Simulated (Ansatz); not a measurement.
# CH₂BBrO: a ladder of functionals and wavefunction methods

Aim: compute CH₂BBrO with functionals from several rungs and with coupled cluster. The yardstick is the atomisation energy at the CCSD(T) limit.

The runs use Ansatz 0.2.0, Gaussian basis; functionals in def2-TZVPP, the program's frozen cores in correlated methods.

Plan: LDA (SPW92), PBE-D4, revPBE-D4, BLYP-D4, r2SCAN-D4, B97M-V, PBE0-D4, B3LYP-D4, r2SCANh-D4, r2SCAN0-D4, HSE06-D4, BHLYP-D4, CAM-B3LYP-D4, LC-ωPBE, ωB97X-V, ωB97M-V, B2PLYP, PBE-QIDH; CCSD(T)/def2-SVP; CCSD(T)/def2-TZVPP; MP2/def2-QZVPP; extrapolation to the limit; RPA on PBE.

### Step 1. Structure used throughout

All runs share one geometry, relaxed beforehand with PBE0-D4 in a triple-zeta def2 set.

SMILES `BrC1BO1`, 6 atoms, charge 0, spin multiplicity 1.

Atoms are counted from 1 here; the program's logs count them from 0.

Bond lengths: Br1–C2 1.916 Å, C2–B3 1.503 Å, C2–O4 1.465 Å, C2–H5 1.083 Å, B3–O4 1.336 Å, B3–H6 1.181 Å. Angles: Br1–C2–B3 121.3°, Br1–C2–O4 115.0°, Br1–C2–H5 110.1°, B3–C2–O4 53.5°, B3–C2–H5 127.5°, O4–C2–H5 113.7°, C2–B3–O4 61.8°, C2–B3–H6 159.8°, O4–B3–H6 138.4°, C2–O4–B3 64.7°.

As a file:

```mol
CH2BBrO
  3D, bonds by distance, orders not assigned

  6  6  0  0  0  0  0  0  0  0999 V2000
    1.7560    0.5752   -1.1579 Br  0  0
    0.3316   -0.3810   -0.3055 C   0  0
   -0.5476    0.2789    0.7200 B   0  0
   -1.0060    0.1730   -0.5301 O   0  0
    0.4076   -1.4381   -0.5263 H   0  0
   -0.8994    0.7281    1.7537 H   0  0
  1  2  8  0
  2  3  8  0
  3  4  8  0
  2  5  8  0
  3  6  8  0
  2  4  8  0
M  END
```

### Step 2. LDA

This LDA is Slater exchange with PW92 correlation.

in.yaml

```yaml
crystal:
  periodic: [false, false, false]
  atoms:
    - {symbol: Br, position_ang: [1.756025, 0.575166, -1.157926]}
    - {symbol: C, position_ang: [0.331562, -0.381025, -0.305504]}
    - {symbol: B, position_ang: [-0.547613, 0.278878, 0.720001]}
    - {symbol: O, position_ang: [-1.005988, 0.172961, -0.530118]}
    - {symbol: H, position_ang: [0.407556, -1.438058, -0.526326]}
    - {symbol: H, position_ang: [-0.899442, 0.728077, 1.753672]}
basis:
  gaussian: {orbitals: def2-TZVPP}
hamiltonian: {xc: lda}
output: {orbitals: {seedname: orbitals}}
```

Run with:

```
> ansatz run in.yaml --threads 2 --pin off --events-out ev --progress --plain --max-ram 4352MiB
```

Further steps of the session: PBE-D4 (GGA); revPBE-D4 (GGA); BLYP-D4 (GGA); r2SCAN-D4 (meta-GGA); B97M-V (meta-GGA); B3LYP-D4 (hybrid); r2SCANh-D4 (hybrid); r2SCAN0-D4 (hybrid); HSE06-D4 (hybrid); BHLYP-D4 (hybrid); CAM-B3LYP-D4 (range-separated); LC-ωPBE (range-separated); ωB97X-V (range-separated); ωB97M-V (range-separated); B2PLYP (double hybrid); PBE-QIDH (double hybrid); CCSD(T) in def2-SVP; CCSD(T) in def2-TZVPP; MP2 in def2-QZVPP; RPA on PBE orbitals.

Before running them: what should the planned runs give, taken together? Wanted: atomisation energy, CCSD(T)/CBS; farthest beyond LDA; mean size of error, GGA; mean size of error, meta-GGA; mean size of error, hybrid; mean size of error, range-separated; mean size of error, double hybrid; gap, smallest and largest; T1 diagnostic.

The runs gave:

| quantity | value |
| --- | --- |
| atomisation energy, CCSD(T)/CBS | 23.116 eV |
| functionals within 0.231 eV (1.0 %) | BLYP-D4, B97M-V, B3LYP-D4, r2SCANh-D4, CAM-B3LYP-D4, LC-ωPBE, ωB97X-V, ωB97M-V, B2PLYP, PBE-QIDH |
| farthest beyond LDA | PBE-D4 (+1.106 eV) |
| mean size of error, GGA | 0.541 eV |
| mean size of error, meta-GGA | 0.284 eV |
| mean size of error, hybrid | 0.357 eV |
| mean size of error, range-separated | 0.127 eV |
| mean size of error, double hybrid | 0.099 eV |
| gap, smallest and largest | 4.22 eV (LDA (SPW92)), 11.73 eV (LC-ωPBE) |
| T1 diagnostic | 0.0128 |
| triples share of the correlation energy | 4.0 % |

The LDA atomisation energy is off by 4.389 eV (19 %): it overbinds. PBE-D4 misses by +1.106 eV. Double hybrids carry the basis error of their MP2 part in triple zeta, and no dispersion term here, so their miss is partly the set-up's. The rungs double hybrid, range-separated miss on average by less than the doubt on the reference (0.231 eV), so they tie. Misses under about 0.231 eV are within the doubt on the reference itself, which lacks core-valence correlation, relativity and higher excitations, and its outer-core shells are covered unevenly. All levels share the lack of spin-orbit coupling, which lowers the free heavy atoms and so the true binding. Hartree-Fock recovers 69 % of the binding; the rest is correlation. CCSD(T) in def2-SVP is off by -1.259 eV, worse than the median functional, from the basis alone. The gap grows from 4.2 to 11.7 eV across the functionals, mostly with the share of exact exchange. Correlated methods include outer-core shells of Br, which these sets cover unevenly.
